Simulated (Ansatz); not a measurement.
# C2H9AlSSi: a ladder of functionals and wavefunction methods

One table from this session's results is given with a row withheld; the runs are named, their logs left out.

Program: Ansatz 0.2.0, Gaussian basis. Level of theory: functionals in def2-TZVPP, the program's frozen cores in correlated methods. These are calculated values, not measurements.

Levels to be run: PBE-D4, r2SCAN-D4, PBE0-D4, B3LYP-D4, ωB97X-V, ωB97M-V, B2PLYP; CCSD(T)/def2-TZVPP; MP2/def2-QZVPP; extrapolation to the limit.

## Structure used throughout

All runs share one geometry, relaxed beforehand with PBE0-D4 in a triple-zeta def2 set.

14 atoms, charge 0, spin multiplicity 1.

Atoms are counted from 1 here; the program's logs count them from 0.

Bond lengths: C1–C2 1.512 Å, C1–H6 1.093 Å, C1–H7 1.092 Å, C1–H8 1.092 Å, C2–S3 1.829 Å, C2–H9 1.092 Å, C2–H10 1.091 Å, S3–Si4 2.269 Å, S3–Al5 2.437 Å, Si4–Al5 2.406 Å, Si4–H11 1.489 Å, Si4–H12 1.491 Å, Al5–H13 1.588 Å, Al5–H14 1.583 Å. Angles: C2–C1–H6 109.8°, C2–C1–H7 110.9°, C2–C1–H8 111.4°, H6–C1–H7 108.1°, H6–C1–H8 108.1°, H7–C1–H8 108.4°, C1–C2–S3 110.7°, C1–C2–H9 111.1°, C1–C2–H10 112.0°, S3–C2–H9 108.5°, S3–C2–H10 106.3°, H9–C2–H10 108.2°, C2–S3–Si4 99.6°, C2–S3–Al5 99.0°, Si4–S3–Al5 61.4°, S3–Si4–Al5 62.8°, S3–Si4–H11 103.7°, S3–Si4–H12 102.8° and more.

The first run:

in.yaml reads:

```yaml
crystal:
  periodic: [false, false, false]
  atoms:
    - {symbol: C, position_ang: [-1.378744, 1.344742, 0.974515]}
    - {symbol: C, position_ang: [-1.051552, 0.337748, -0.105138]}
    - {symbol: S, position_ang: [-0.090433, -1.058509, 0.582943]}
    - {symbol: Si, position_ang: [0.974174, -1.750511, -1.297985]}
    - {symbol: Al, position_ang: [2.158246, -0.229683, 0.141637]}
    - {symbol: H, position_ang: [-1.992461, 2.147087, 0.557480]}
    - {symbol: H, position_ang: [-0.468743, 1.790110, 1.380709]}
    - {symbol: H, position_ang: [-1.932943, 0.883774, 1.794294]}
    - {symbol: H, position_ang: [-0.469103, 0.797058, -0.906572]}
    - {symbol: H, position_ang: [-1.950926, -0.097415, -0.543884]}
    - {symbol: H, position_ang: [0.995975, -3.233925, -1.165373]}
    - {symbol: H, position_ang: [-0.002148, -1.414016, -2.373332]}
    - {symbol: H, position_ang: [1.997556, 1.320448, -0.161991]}
    - {symbol: H, position_ang: [3.198103, -0.866306, 1.151399]}
basis:
  gaussian: {orbitals: def2-TZVPP}
hamiltonian: {xc: pbe, dispersion: d4}
output: {forces: true, orbitals: {seedname: orbitals}}
```

Command:

```sh
ansatz run in.yaml --threads 4 --pin off --events-out ev --progress --plain --max-ram 10444MiB
```

Among the steps run: PBE-D4 (GGA); r2SCAN-D4 (meta-GGA); PBE0-D4 (hybrid); B3LYP-D4 (hybrid); ωB97X-V (range-separated); ωB97M-V (range-separated); B2PLYP (double hybrid); CCSD(T) in def2-TZVPP; MP2 in def2-QZVPP.

One of the session's tables, all rows but one given; the rest of the session is left out.

```
            method  atomisation energy (eV)
            PBE-D4                   48.106
         r2SCAN-D4                   47.964
           PBE0-D4                   47.753
          B3LYP-D4                   47.644
           ωB97X-V                        ?
           ωB97M-V                   47.902
            B2PLYP                   46.987
     HF/def2-TZVPP                   35.679
    MP2/def2-TZVPP                   46.727
   CCSD/def2-TZVPP                   45.999
CCSD(T)/def2-TZVPP                   46.609
           MP2/CBS                   47.917
       CCSD(T)/CBS                   47.799
```

**Question.** Estimate the row for ωB97X-V.

As computed: atomisation energy (eV): 48.022. In the column «atomisation energy (eV)» it lies between r2SCAN-D4 (47.964) and PBE-D4 (48.106).

To keep in mind: Free atoms (2 C, 1 S, 1 Si, 1 Al, 9 H) were run apart at each level; the atomisation energy is their sum less the molecule, without zero-point or spin-orbit terms.
